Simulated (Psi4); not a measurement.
# B3LYP/cc-pVDZ (density fitting, sweep point 4) run of CH4SZn (SMILES [CH3][Zn][SH])

We compute the energy of CH4SZn. 

Program for the calculation: Psi4 1.11.

6 further runs of the same task are left out: 2 that didn't finish, 4 set aside as unsound or not needed.

**1. The structure to begin with**

The species is CH4SZn (7 atoms), meant as a singlet with charge 0. SMILES: `[CH3][Zn][SH]`. The coordinates come from a PBE0-D4/def2-TZVP relaxation.

Bond lengths: C1–Zn2 1.934 Å, Zn2–S3 2.177 Å, C1–H4 1.092 Å, C1–H5 1.092 Å, C1–H6 1.092 Å, S3–H7 1.345 Å. Angles: C1–Zn2–S3 179.2°, Zn2–C1–H4 110.7°, Zn2–C1–H5 110.4°, Zn2–C1–H6 110.6°, Zn2–S3–H7 92.8°, H4–C1–H5 108.3°, H4–C1–H6 108.6°, H5–C1–H6 108.3°.

**2. The energy at B3LYP/cc-pVDZ (density fitting, sweep point 4)**

Contents of input.dat:

```
memory 1.6 GB

molecule system {
  0 1
  C     -1.027100     0.690800    -0.401500
  Zn     0.354200    -0.396800     0.404800
  S      1.891900    -1.625100     1.335300
  H     -1.924500     0.097500    -0.588400
  H     -0.682400     1.099200    -1.354000
  H     -1.291400     1.524300     0.252400
  H      2.740500    -1.458000     0.305700
  symmetry c1
}

set {
  basis                   cc-pVDZ
  reference               rks
  scf_type                df
  scf_initial_accelerator ediis
}

energy_value, wavefunction = energy('b3lyp', return_wfn=True)
print_variables()
```

The run is started by

```console
psi4 -n 1 input.dat output.dat
```

output.dat:

```text
[...]
  Running in c1 symmetry.
[...]
  Nuclear repulsion =  225.635284195055192
[...]
  Multiplicity = 1
[...]
  Nalpha       = 28
  Nbeta        = 28
[...]
    Number of basis functions: 95
[...]
   @DF-RKS iter   1: -2215.29023929776258   -1.17392e-01   4.22945e-02 EDIIS/DIIS
[...]
   @DF-RKS iter  11: -2218.24523465636821   -6.06133e-09   3.16070e-07 DIIS
[...]
    Orbital Energies [Eh]
    ---------------------
    Doubly Occupied:
       1A   -347.270536     2A    -88.857171     3A    -42.225311
       4A    -37.204165     5A    -37.203535     6A    -37.201401
       7A    -10.172889     8A     -7.920424     9A     -5.883863
      10A     -5.880139    11A     -5.876106    12A     -4.841022
      13A     -3.232966    14A     -3.231406    15A     -3.227728
      16A     -0.707605    17A     -0.681378    18A     -0.517528
      19A     -0.514248    20A     -0.513759    21A     -0.513029
      22A     -0.512261    23A     -0.396044    24A     -0.393100
      25A     -0.385893    26A     -0.329355    27A     -0.276957
      28A     -0.248035
[...]
  @DF-RKS Final Energy: -2218.24523465636821
   => Energetics <=
    Nuclear Repulsion Energy =            225.6352841950551920
    One-Electron Energy =               -3536.2698982497208817
    Two-Electron Energy =                1176.0043424145767403
    DFT Exchange-Correlation Energy =     -83.6149630162788498
    Empirical Dispersion Energy =           0.0000000000000000
    VV10 Nonlocal Energy =                  0.0000000000000000
    Total Energy =                      -2218.2452346563677565
[...]
 Multipole Moments:
 ------------------------------------------------------------------------------------
     Multipole            Electronic (a.u.)      Nuclear  (a.u.)        Total (a.u.)
 ------------------------------------------------------------------------------------
 L = 1.  Multiply by 2.5417464519 to convert [e a0] to [Debye]
 Dipole X            :          2.1157297           -2.3901171           -0.2743875
 Dipole Y            :         -2.2443847            2.6528627            0.4084780
 Dipole Z            :          2.2890504           -2.8008463           -0.5117958
 Magnitude           :                                                    0.7099843
[...]
```

It took 21 s on 1 thread of AMD EPYC 7R43 (Zen 3), shared host; peak memory 1.1 GiB.

**3. Outcome**

At B3LYP/cc-pVDZ (density fitting, sweep point 4):

| quantity | value |
| --- | --- |
| total energy | -2218.24523 Eh |
| dipole moment | 1.80 D |
| HOMO energy | -6.75 eV |
| LUMO energy | -0.57 eV |
| HOMO–LUMO gap | 6.18 eV |
